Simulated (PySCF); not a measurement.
# The bond of BI+, level by level

The task here is to estimate one member of a computed series from the others.

Method: B aug-cc-pVDZ, I aug-cc-pVDZ-PP with ECP28, scalar-relativistic core potentials; program: PySCF 2.14.0.

The first run:

The job is set up so:

| Property | Result |
| --- | --- |
| atoms | B, I |
| charge | 1 |
| basis | B aug-cc-pVDZ, I aug-cc-pVDZ-PP with ECP28 |
| Hamiltonian | scalar-relativistic core potentials |
| basis functions | 55 |
| electrons treated | 29 |
| masses in u | 11.0093, 126.9045 |
| levels | PBE0, PBE, r²SCAN, B3LYP, TPSS, B2PLYP, ωB97X, HF, MP2, SCS-MP2, CCSD, CCSD(T) |
| grid | 80 radial by 434 angular points |
| occupations | held fixed by the projection of orbital angular momentum |
| dissociation limit | B+ + I, each in its ground configuration |
| starting distance in angstrom | 2.225 |
| values of 2S to try | 1, 3 |

On the command line:

```console
$ OMP_NUM_THREADS=1 python dia.py task.json out
```

Among the steps run: Set-up; First curve: PBE0; Other states along the same grid; PBE (GGA); r²SCAN (meta-GGA); B3LYP (global hybrid GGA); TPSS; B2PLYP (double hybrid); ωB97X (range-separated hybrid); UHF (mean field); Adding correlation.

One table of the session follows, with a row left open; its other results are not shown here.

Energy (eV) from each level's lowest point:

| R (Å) | UHF | UHF-MP2 | UHF-SCS-MP2 | UHF-CCSD | UHF-CCSD(T) |
| --- | --- | --- | --- | --- | --- |
| 1.695 | 1.516 | 1.499 | 1.525 | n/a | n/a |
| 1.774 | 0.687 | 0.666 | 0.689 | 0.710 | 0.737 |
| 1.853 | 0.225 | 0.206 | 0.223 | 0.239 | 0.254 |
| 1.912 | ? | ? | ? | ? | ? |
| 1.971 | 0.000 | 0.000 | 0.000 | 0.000 | 0.000 |
| 2.030 | 0.028 | 0.050 | 0.038 | 0.022 | 0.016 |
| 2.109 | 0.156 | 0.222 | 0.191 | 0.143 | 0.134 |
| 2.208 | 0.397 | 0.549 | 0.490 | 0.383 | 0.377 |
| 2.326 | 0.721 | 1.010 | 0.915 | 0.719 | 0.729 |
| 2.483 | 1.103 | 1.584 | 1.446 | n/a | n/a |

Estimate the missing values for R (Å) = 1.912.

Worked estimate for «UHF». A straight line through the neighbours (1.853, 0.225) and (1.971, 0.000) gives 0.225 + (0.000 − 0.225) × (1.912 − 1.853) / (1.971 − 1.853) = 0.113; a parabola fitted to 4 rows on both sides gives 0.051.

The run gave: UHF: 0.056; UHF-MP2: 0.043; UHF-SCS-MP2: 0.053; UHF-CCSD: 0.063; UHF-CCSD(T): 0.070. In «UHF» the line misses by +0.057 and the parabola by -0.005.
